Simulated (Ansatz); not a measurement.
# C7H14: taking an electron away

Aim: the vertical ionisation energy of C7H14, as cation minus neutral at the neutral's geometry, on several levels, and how well −ε(HOMO) stands in for it.

The runs use Ansatz 0.2.0, Gaussian basis; unrestricted cation, the program's frozen cores in correlated methods.

Plan: UKS PBE-D4/def2-TZVPP; UKS r2SCAN-D4/def2-TZVPP; UKS PBE0-D4/def2-TZVPP; UKS B3LYP-D4/def2-TZVPP; UKS wB97X-V/def2-TZVPP; UKS wB97M-V/def2-TZVPP; UKS B2PLYP/def2-TZVPP; UHF-CCSD(T)/def2-TZVPP; UHF-MP2/def2-QZVPP; extrapolation to the limit; then −ε(HOMO) from the neutral's earlier runs with LDA (SPW92), PBE-D4, revPBE-D4, BLYP-D4, r2SCAN-D4, B97M-V, PBE0-D4, B3LYP-D4, r2SCANh-D4, r2SCAN0-D4, HSE06-D4, BHLYP-D4, CAM-B3LYP-D4, LC-ωPBE, ωB97X-V, ωB97M-V.

### 1 The geometry

The geometry comes from an earlier relaxation with PBE0-D4 in a triple-zeta def2 set; it is a stationary point, not always the lowest conformer.

21 atoms, charge 0, spin multiplicity 1.

Atoms are counted from 1 here; the program's logs count them from 0.

Bond lengths: C1–C2 1.515 Å, C1–H8 1.093 Å, C1–H9 1.093 Å, C1–H10 1.095 Å, C2–C3 1.528 Å, C2–C6 1.530 Å, C2–H11 1.100 Å, C3–C4 1.539 Å, C3–H12 1.092 Å, C3–H13 1.096 Å, C4–C5 1.540 Å, C4–H14 1.092 Å, C4–H15 1.092 Å, C5–C6 1.528 Å, C5–H16 1.092 Å, C5–H17 1.096 Å, C6–C7 1.515 Å, C6–H18 1.100 Å and more. Angles: C2–C1–H8 111.3°, C2–C1–H9 111.8°, C2–C1–H10 110.5°, H8–C1–H9 107.5°, H8–C1–H10 107.6°, H9–C1–H10 107.8°, C1–C2–C3 114.1°, C1–C2–C6 115.1°, C1–C2–H11 108.9°, C3–C2–C6 102.7°, C3–C2–H11 108.5°, C6–C2–H11 107.2°, C2–C3–C4 105.6°, C2–C3–H12 112.6°, C2–C3–H13 108.7°, C4–C3–H12 113.0°, C4–C3–H13 110.3°, H12–C3–H13 106.7° and more.

### 2 Cation, UKS PBE-D4/def2-TZVPP

The input, in.yaml:

```yaml
crystal:
  periodic: [false, false, false]
  atoms:
    - {symbol: C, position_ang: [1.194582, -1.682899, -0.608633]}
    - {symbol: C, position_ang: [0.040957, -0.730320, -0.372917]}
    - {symbol: C, position_ang: [-0.350412, 0.089599, -1.600874]}
    - {symbol: C, position_ang: [-1.135332, 1.297253, -1.058398]}
    - {symbol: C, position_ang: [-0.860475, 1.322144, 0.456761]}
    - {symbol: C, position_ang: [0.293857, 0.346669, 0.683873]}
    - {symbol: C, position_ang: [0.400793, -0.161006, 2.106820]}
    - {symbol: H, position_ang: [0.962882, -2.399885, -1.400643]}
    - {symbol: H, position_ang: [1.440079, -2.254473, 0.289900]}
    - {symbol: H, position_ang: [2.091336, -1.132611, -0.911546]}
    - {symbol: H, position_ang: [-0.835969, -1.307914, -0.044408]}
    - {symbol: H, position_ang: [-0.915437, -0.493328, -2.331965]}
    - {symbol: H, position_ang: [0.563315, 0.425303, -2.103890]}
    - {symbol: H, position_ang: [-0.813245, 2.222532, -1.540575]}
    - {symbol: H, position_ang: [-2.204474, 1.200611, -1.258780]}
    - {symbol: H, position_ang: [-0.640983, 2.323676, 0.833908]}
    - {symbol: H, position_ang: [-1.737040, 0.963975, 1.007779]}
    - {symbol: H, position_ang: [1.234614, 0.849434, 0.414485]}
    - {symbol: H, position_ang: [-0.512489, -0.691691, 2.394955]}
    - {symbol: H, position_ang: [0.542352, 0.661488, 2.812883]}
    - {symbol: H, position_ang: [1.241108, -0.848557, 2.231244]}
basis:
  gaussian: {orbitals: def2-TZVPP}
total_charge: 1
magnetization: {spin_polarized: true, initial_magnetization: 1}
hamiltonian: {xc: pbe, dispersion: d4}
```

On the command line:

```console
$ ansatz run in.yaml --threads 2 --pin off --events-out ev --progress --plain --max-ram 32768MiB --backend cuda --devices 0, --max-vram 18GiB
```

After this run come: Cation, UKS r2SCAN-D4/def2-TZVPP; Cation, UKS PBE0-D4/def2-TZVPP; Cation, UKS B3LYP-D4/def2-TZVPP; Cation, UKS wB97X-V/def2-TZVPP; Cation, UKS wB97M-V/def2-TZVPP; Cation, UKS B2PLYP (frozen core)/def2-TZVPP; Cation, UHF-CCSD(T)/def2-TZVPP; Cation, UHF-MP2/def2-QZVPP.

**Question.** What will the summary of the whole plan be? Wanted: ionisation energy, CCSD(T)/CBS; nearest functional by difference; nearest −ε(HOMO); −ε(HOMO) of PBE; T1 of the cation.

As calculated:

| quantity | value |
| --- | --- |
| ionisation energy, CCSD(T)/CBS | 10.82 eV |
| nearest functional by difference | ωB97X-V (-0.24 eV) |
| nearest −ε(HOMO) | ωB97X-V (+0.03 eV) |
| −ε(HOMO) of PBE | 7.14 eV |
| T1 of the cation | 0.029 |

In words: Energy differences with functionals land within 0.95 eV of the reference. −ε(HOMO) of PBE misses by 3.7 eV, since self-interaction lifts the level. Among orbital estimates ωB97X-V comes nearest. Hartree-Fock falls 0.84 eV short, as the neutral has more correlation energy than the cation.
